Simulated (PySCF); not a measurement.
# Hf2 (Hf2+): the cost of one run

Method: BP86, Hf def2-SVP with ECP60; scalar-relativistic core potentials, no spin–orbit coupling; program: PySCF 2.14.0.

3 further runs of the same task are left out: 2 for a known fault of the program, 1 that didn't finish.

## Step 1: Where the work starts

2 atoms, charge 1, spin multiplicity 2.

Bond lengths: Hf1–Hf2 2.800 Å.

Geometry (Å):

```xyz
2

Hf    0.0000    0.0000    1.4000
Hf    0.0000    0.0000   -1.4000
```

## Step 2: SCF at the start, doublet

run.py (the lines that set the calculation) reads:

```python
mol = gto.M(atom='''
Hf     0.00000     0.00000     1.40000
Hf     0.00000     0.00000    -1.40000''',
    basis={'Hf': 'def2-SVP'},
    ecp={'Hf': 'def2-SVP'},
    charge=1, spin=1)
mf = dft.UKS(mol, xc='B88,P86')
mf.grids.atom_grid = (50, 194)
mf = mf.density_fit()  # fitting sets: Hf def2-universal-JKFIT
mf.conv_tol = 1e-08; mf.max_cycle = 55
mf.kernel(dm0)  # dm0: free metal ions and neutral atoms
```

Started as:

```sh
> OMP_NUM_THREADS=2 python run.py
```

What time and memory should one allow on 2 threads of Arm Neoverse V1, shared host?

About 6.6 s, with a peak of 0.32 GiB.
